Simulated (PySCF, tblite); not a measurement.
# C5H11Si2 radical: geometry, infrared bands and EPR parameters

Aim: predict the infrared bands and EPR parameters of C5H11Si2 radical (`C=C(C)[Si]1C[SiH2]C1`).

Programs: tblite 0.8.0 and PySCF 2.14.0, with density-fitted response routines of our own. Each step states its level of theory. These are calculated values for one molecule in the gas phase, unless marked as measured. Atoms are numbered from 0 throughout.

**1. Starting geometry**

18 atoms, charge 0, multiplicity 2; geometry from: force field or distance geometry start.

Bonds of the start (Å): C0–C1 1.33, C1–C2 1.51, C1–Si3 1.86, Si3–C4 1.93, C4–Si5 1.90, Si5–C6 1.90, C6–Si3 1.91, C0–H7 1.09, C0–H8 1.08, C2–H9 1.11, C2–H10 1.09, C2–H11 1.10, C4–H12 1.10, C4–H13 1.09, Si5–H14 1.48, Si5–H15 1.49, C6–H16 1.08, C6–H17 1.09.

**2. Geometry optimisation with GFN2-xTB**

The job: settings as JSON, then the geometry in Å.

```
{"job": {"kind": "relax", "xc": "GFN2-xTB", "basis": "xTB"}, "charge": 0, "multiplicity": 2}
C     -1.945100     1.386700    -0.664100
C     -1.495400     0.178000    -0.336800
C     -2.316000    -0.803100     0.466000
Si     0.206500    -0.405100    -0.825100
C      1.183000    -1.137000     0.672300
Si     2.688000    -0.282200    -0.113600
C      1.502300     1.003400    -0.853000
H     -2.942500     1.719500    -0.365700
H     -1.361500     2.101800    -1.232200
H     -3.322500    -0.393700     0.689300
H     -1.854200    -1.038000     1.419900
H     -2.479200    -1.734200    -0.092600
H      0.880400    -0.722600     1.641100
H      1.231800    -2.225600     0.693700
H      3.346300    -1.108300    -1.148100
H      3.641300     0.279500     0.891600
H      1.761800     1.363500    -1.842600
H      1.266400     1.823800    -0.178500
```

Command:

```
$ OMP_NUM_THREADS=1 python probes_run.py task.json out
```

This one command runs all jobs of the session in turn.

The program printed:

```text
step      E/eV     max force
  0    -534.02946    1.363
  1    -534.09598    0.692
  2    -534.14823    0.579
  3    -534.17501    0.651
  4    -534.20294    0.393
  5    -534.21264    0.243
  6    -534.22124    0.245
  7    -534.22726    0.214
  8    -534.23247    0.144
  9    -534.23752    0.171
 10    -534.24267    0.190
 11    -534.24847    0.208
 12    -534.25475    0.210
 13    -534.26062    0.204
 14    -534.26518    0.154
 15    -534.26860    0.126
 16    -534.27182    0.142
 17    -534.27557    0.139
 18    -534.27993    0.149
 19    -534.28477    0.141
 20    -534.29013    0.216
 21    -534.29603    0.249
 22    -534.30185    0.194
 23    -534.30627    0.139
 24    -534.30873    0.090
 25    -534.31014    0.099
 26    -534.31129    0.100
 27    -534.31228    0.080
 28    -534.31312    0.069
 29    -534.31392    0.069
 30    -534.31470    0.067
 31    -534.31536    0.072
 32    -534.31586    0.053
 33    -534.31627    0.052
 34    -534.31669    0.058
 35    -534.31716    0.056
 36    -534.31768    0.064
 37    -534.31821    0.076
 38    -534.31871    0.058
 39    -534.31915    0.046
 40    -534.31955    0.045
 41    -534.32005    0.069
 42    -534.32075    0.095
 43    -534.32162    0.097
 44    -534.32241    0.079
 45    -534.32293    0.047
 46    -534.32332    0.055
 47    -534.32384    0.070
 48    -534.32471    0.110
 49    -534.32604    0.133
 50    -534.32766    0.112
 51    -534.32919    0.093
 52    -534.33063    0.108
 53    -534.33186    0.096
 54    -534.33386    0.127
 55    -534.33627    0.141
 56    -534.33932    0.144
 57    -534.34180    0.130
 58    -534.34327    0.120
 59    -534.34503    0.117
 60    -534.34588    0.067
 61    -534.34662    0.050
 62    -534.34701    0.049
 63    -534.34735    0.044
 64    -534.34762    0.031
 65    -534.34791    0.031
 66    -534.34820    0.033
 67    -534.34847    0.035
 68    -534.34870    0.034
 69    -534.34885    0.021
 70    -534.34894    0.016
 71    -534.34898    0.013
 72    -534.34901    0.010
 73    -534.34902    0.007
```

Run time: 0.51 s. Hardware: 1 thread of Arm Neoverse V2, shared host.

Relaxation path: (not every step is listed)

| step | energy from step 0 (eV) | largest force (eV/Å) |
| --- | --- | --- |
| 0 | 0.0000 | 1.3633 |
| 1 | -0.0665 | 0.6915 |
| 2 | -0.1188 | 0.5789 |
| 3 | -0.1456 | 0.6506 |
| 4 | -0.1735 | 0.3932 |
| 5 | -0.1832 | 0.2431 |
| 6 | -0.1918 | 0.2449 |
| 7 | -0.1978 | 0.2145 |
| 8 | -0.2030 | 0.1440 |
| 14 | -0.2357 | 0.1541 |
| 20 | -0.2607 | 0.2164 |
| 26 | -0.2818 | 0.0995 |
| 32 | -0.2864 | 0.0530 |
| 38 | -0.2893 | 0.0582 |
| 44 | -0.2930 | 0.0791 |
| 50 | -0.2982 | 0.1116 |
| 56 | -0.3099 | 0.1441 |
| 62 | -0.3175 | 0.0490 |
| 68 | -0.3192 | 0.0335 |
| 69 | -0.3194 | 0.0215 |
| 70 | -0.3195 | 0.0156 |
| 71 | -0.3195 | 0.0126 |
| 72 | -0.3196 | 0.0103 |
| 73 | -0.3196 | 0.0075 |

Close pairs (by a distance rule), those that changed most:

| bond | before (Å) | after (Å) | change (Å) |
| --- | --- | --- | --- |
| Si5–H15 | 1.495 | 1.465 | -0.030 |
| Si3–C6 | 1.914 | 1.935 | +0.021 |
| C2–H9 | 1.109 | 1.088 | -0.021 |
| C4–Si5 | 1.901 | 1.920 | +0.019 |
| Si5–C6 | 1.899 | 1.918 | +0.019 |
| Si5–H14 | 1.479 | 1.464 | -0.015 |
| C1–Si3 | 1.864 | 1.878 | +0.014 |
| C0–H7 | 1.093 | 1.079 | -0.014 |

The end geometry stands in the next job.

**3. Infrared spectrum with GFN2-xTB**

The job: settings as JSON, then the geometry in Å.

```
{"job": {"kind": "ir", "xc": "GFN2-xTB", "basis": "xTB"}, "charge": 0, "multiplicity": 2}
C     -1.977088     1.464459    -0.529514
C     -1.537027     0.246092    -0.216416
C     -2.374130    -0.692763     0.601388
Si     0.090564    -0.421428    -0.874174
C      1.230292    -1.369387     0.374033
Si     2.655934    -0.108622     0.121513
C      1.544878     0.829392    -1.128590
H     -2.933757     1.832569    -0.191096
H     -1.390895     2.146396    -1.122095
H     -3.323656    -0.236964     0.875860
H     -1.846660    -0.971660     1.513067
H     -2.573107    -1.606826     0.044149
H      0.836227    -1.417329     1.387417
H      1.479126    -2.389628     0.093780
H      3.865439    -0.686433    -0.466609
H      3.004337     0.658934     1.319125
H      1.942376     0.880303    -2.138776
H      1.298387     1.849211    -0.841339
```

The program printed:

```text
mode    cm-1     km/mol
  1      40.5      0.11
  2      45.6      0.17
  3     103.4      0.60
  4     112.0      0.47
  5     140.4      1.26
  6     275.7      2.95
  7     320.0      0.48
  8     387.8      4.27
  9     412.0      2.55
 10     429.8     38.30
 11     491.2      0.02
 12     577.8     20.37
 13     598.4     29.54
 14     600.3      0.77
 15     655.2      8.62
 16     664.6     22.89
 17     685.4    133.06
 18     713.3    150.59
 19     746.2    284.29
 20     752.1    124.63
 21     793.2    142.23
 22     870.1     23.95
 23     897.5      3.43
 24     941.0     13.58
 25     957.8      5.73
 26    1003.5      2.49
 27    1037.2      1.30
 28    1072.2      2.09
 29    1073.8     62.03
 30    1209.0     11.27
 31    1398.9      2.03
 32    1419.6      3.66
 33    1465.0      3.00
 34    1468.0      0.74
 35    1484.7      6.63
 36    1490.2      2.61
 37    1630.2     31.11
 38    2236.4    496.79
 39    2251.4    283.17
 40    2986.1     19.24
 41    2993.1     26.71
 42    2999.0     35.04
 43    3010.8     21.67
 44    3012.4     25.55
 45    3014.8     40.61
 46    3021.5     31.01
 47    3069.9     41.69
 48    3108.8     48.01
```

Run time: 0.64 s. Hardware: 1 thread of Arm Neoverse V2, shared host.

Which atoms move in the most intense modes:

| cm⁻¹ | km/mol | atoms |
| --- | --- | --- |
| 685 | 133.1 | C6 15 %, C4 13 %, Si3 11 %, H17 10 % |
| 713 | 150.6 | C6 17 %, Si3 17 %, C4 15 %, Si5 10 % |
| 746 | 284.3 | C4 30 %, Si5 20 %, Si3 13 %, H15 11 % |
| 752 | 124.6 | C6 29 %, H15 19 %, H14 15 %, Si3 13 % |
| 793 | 142.2 | H15 31 %, H14 30 %, Si5 11 % |
| 1074 | 62.0 | H16 28 %, H17 22 %, C6 16 %, H13 13 % |
| 2236 | 496.8 | H15 65 %, H14 31 % |
| 2251 | 283.2 | H14 66 %, H15 32 % |

**4. g tensor and hyperfine couplings: B3LYP/pcH-1**

Same as in step 3 but for these lines:

```diff
@@ -1,2 +1,2 @@
-{"job": {"kind": "ir", "xc": "GFN2-xTB", "basis": "xTB"}, "charge": 0, "multiplicity": 2}
+{"job": {"kind": "epr", "basis": "pcH-1"}, "charge": 0, "multiplicity": 2}
 C     -1.977088     1.464459    -0.529514
```

With the program's defaults for keys left out, this is: UKS B3LYP, pcH-1 on C H Si, non-relativistic, mean-field spin-orbit, GIAO.

The program printed:

```text
UKS, coarse grid
  cycle   1  E = -776.01206175  |g| = 4.80e-01
  cycle   2  E = -775.92123249  |g| = 6.19e-01
  cycle   3  E = -776.12557951  |g| = 4.80e-02
  cycle   4  E = -776.12647515  |g| = 2.98e-02
  cycle   5  E = -776.12694195  |g| = 8.80e-03
  cycle   6  E = -776.12698087  |g| = 3.59e-03
  cycle   7  E = -776.12698849  |g| = 1.40e-03
  cycle   8  E = -776.12699017  |g| = 6.02e-04
UKS, final grid
  cycle   1  E = -776.12699700  |g| = 8.19e-04
  cycle   2  E = -776.12699646  |g| = 1.35e-03
  cycle   3  E = -776.12699746  |g| = 1.75e-04
  cycle   4  E = -776.12699749  |g| = 9.14e-05
  cycle   5  E = -776.12699752  |g| = 6.22e-05
  cycle   6  E = -776.12699753  |g| = 1.10e-05
E = -776.12699753 Eh   <S^2> = 0.7547 (exact 0.7500)
g shifts (ppm)      1          2          3
  rmc          -142       -142       -142
  gc             21         56         79
  oz_so        -375        786       1506
  total        -496        700       1443
hyperfine (MHz)  atom isotope    a_iso     a_fc   dipolar eigenvalues
    0   13C      13.27      13.30    -12.48    -11.48     23.96
    1   13C      22.80      22.79    -12.74      0.80     11.94
    2   13C       0.59       0.59     -0.69     -0.02      0.71
    3  29Si    -447.92    -448.86   -154.08     76.75     77.33
    4   13C      17.97      17.92     -6.07     -5.10     11.18
    5  29Si     -22.34     -22.35     -1.99      0.84      1.15
    6   13C      18.56      18.52     -5.80     -4.92     10.71
    7    1H      -5.31      -5.31     -6.43     -0.84      7.27
    8    1H      -7.50      -7.50     -3.26     -1.43      4.69
    9    1H      -0.06      -0.06     -1.33     -0.52      1.85
   10    1H      -5.42      -5.42     -1.58     -1.11      2.69
   11    1H      -6.50      -6.50     -2.25     -1.70      3.95
   12    1H      18.68      18.67     -4.07     -0.14      4.21
   13    1H      21.65      21.65     -4.80     -3.04      7.84
   14    1H      11.63      11.63     -1.12     -0.72      1.84
   15    1H       9.99       9.99     -0.94     -0.78      1.72
   16    1H      19.36      19.36     -4.62     -2.98      7.60
   17    1H      16.34      16.33     -4.09      0.02      4.07
```

It took 1.9 min on 1 thread of Arm Neoverse V2, shared host; peak memory 0.97 GiB.

Principal g values 2.00182, 2.00302, 2.00376; g(iso) = 2.00287, against 2.00232 for a free electron.

Mean a(iso) over the nuclei that a row names, and the largest dipolar term of the row (other rows stand at the frozen geometry):

| nuclei | isotope | a(iso) (MHz) | a(iso) (G, at g = 2.0023) | largest dipolar term (MHz) |
| --- | --- | --- | --- | --- |
| Si3 | 29Si | -447.9 | -159.8 | -154.1 |
| C1 | 13C | 22.8 | 8.1 | -12.7 |
| Si5 | 29Si | -22.3 | -8.0 | -2.0 |
| H12, H13, H16, H17 | 1H | 19.0 | 6.8 | 7.8 |
| C4, C6 | 13C | 18.3 | 6.5 | 11.2 |
| C0 | 13C | 13.3 | 4.7 | 24.0 |
| H14, H15 | 1H | 10.8 | 3.9 | 1.8 |
| H8 | 1H | -7.5 | -2.7 | 4.7 |
| H7 | 1H | -5.3 | -1.9 | 7.3 |
| H9, H10, H11 | 1H | -4.0 | -1.4 | 4.0 |
| C2 | 13C | 0.6 | 0.2 | 0.7 |

Mulliken spin populations:

C0 0.16; C1 -0.07; C2 0.00; Si3 0.84; C4 0.02; Si5 0.01; C6 0.02; H7 0.00; H8 -0.01; H9 0.00; H10 0.00; H11 0.00; H12 0.01; H13 0.00; H14 0.01; H15 0.01; H16 0.00; H17 0.01

In first order the couplings over 0.8 MHz of 1H give 240 distinct lines over 43.7 G, if the averaged nuclei exchange fast; the same motion can average rows kept apart here too.

The fields below are evaluated on a grid from the run's orbitals.

ELF in a plane through or near 8 of the atoms.

Ten even steps from ' ' (0.00) to '@' (1.00):
```
                                                        
                                                        
                                                        
                                                        
                  ....::--::      ....                  
                ..--==**##**    ::**++::                
        ....    ::==++**%%##    ==%%##==::::..          
      ++@@%%**--**%%**::**++    ::##--::%%@@@@--        
    --@@@@@@@@++..++@@####**::::--##::--@@@@@@++        
    ==@@@@@@@@::##..==--==--++##**%%%%**%%@@@@--        
    ::%%@@@@@@::..::**----::**%%--..++..                
      ==****==--##@@%%****====++**@@##==--..            
              ::**##--****::    ==..**%%@@@@**          
                ::==%%@@%%--  ==@@%%==%%@@@@##          
                ..--##@@@@--  %%@@@@##==####--          
                  ..--##++    %%@@@@**                  
                      ..      ==@@%%--                  
                                                        
                                                        
                                                        
```
The map spans 13.1 Å across and 9.9 Å up, centred on the molecule. Atoms in the plane (x, y in Å): C0 (2.0, -1.4), C1 (1.5, -0.2), C2 (2.4, 1.0), C4 (-1.3, 1.4), Si5 (-2.6, 0.1), H8 (1.5, -2.4), H9 (3.4, 0.8), H17 (-1.2, -2.0).

On the surface of density 0.002 e/bohr³ the electrostatic potential runs, from the 1st to the 99th percentile, from -0.57 V near C0 to 0.88 V near H15.

The spin density lies nearest to Si3 62 %; C0 9 %.

**5. Summary of results**

| quantity | value |
| --- | --- |
| strongest single infrared mode (GFN2-xTB) | 2236 cm⁻¹, 497 km/mol |
| zero-point energy (GFN2-xTB) | 86.7 kcal/mol |
| g(iso) (B3LYP) | 2.00287 |
| ⟨S²⟩ | 0.755 (exact 0.75) |
| largest a(iso) (averaged by class) | 29Si on Si3, -447.9 MHz |
| potential on the surface of density 0.002 e/bohr³, 1st and 99th percentile | -0.57 V and 0.88 V |

**Reading.** Relaxing lowered the energy by 0.320 eV in 73 steps; the close pair that moved most is Si5–H15, from 1.495 to 1.465 Å. All 48 modes are real, so the xTB geometry is a minimum. The strongest single mode, at 2236 cm⁻¹, moves mainly H15. GFN2-xTB is a fitted tight-binding method: band positions and strengths are rough. Its intensities can rank the bands wrongly. Most of the unpaired spin sits on Si3 (0.84 e). The isotropic g lies 0.5 ppt above the free-electron value. The conformer search found further structures of the same energy, which may be mirror or relabelled copies of this one.
